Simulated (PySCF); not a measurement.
# C10H12O (4'-ethylacetophenone): the cost of one run

Programs: PySCF 2.14.0, with routines of our own; each step states its level. All values are computed. Atoms count from 0.

## 1. The starting structure

23 atoms, charge 0, multiplicity 1; geometry from: GFN2-xTB.

## 2. Geometry optimisation at PBE0-D3(BJ)/def2-SVP

The job: settings as JSON, then the geometry in Å.

```
{"job": {"xc": "PBE0", "basis": "def2-SVP", "d3": "d3bj", "grid": 2, "kind": "geom"}, "charge": 0, "multiplicity": 1}
C     -3.477082     0.445370     0.409208
C     -2.708119    -0.031467    -0.825547
C     -1.249384    -0.170000    -0.503500
C     -0.371841     0.887877    -0.714019
C      0.962697     0.787594    -0.372698
C      1.456791    -0.385016     0.196932
C      2.872848    -0.569049     0.598084
C      3.818929     0.580324     0.342154
O      3.256032    -1.597953     1.110995
C      0.574804    -1.447007     0.407018
C     -0.755821    -1.340990     0.062120
H     -3.094430     1.406376     0.745517
H     -4.534582     0.552438     0.180352
H     -3.367289    -0.268901     1.221877
H     -3.109731    -0.993571    -1.149761
H     -2.844416     0.687668    -1.635671
H     -0.742168     1.802934    -1.154906
H      1.612843     1.629447    -0.552734
H      4.813050     0.305674     0.685149
H      3.855822     0.806373    -0.721128
H      3.486518     1.466825     0.877464
H      0.963354    -2.353955     0.846014
H     -1.423578    -2.174009     0.230098
```

Launch:

```bash
> OMP_NUM_THREADS=1 python excited_run.py task.json out
```

One launch serves the whole session: the jobs run in the order shown.

**Question.** How long does this first job take on 1 thread of Arm Neoverse V2, shared host, and how much memory does it need?

About 2.1 min, with a peak of 0.99 GiB.
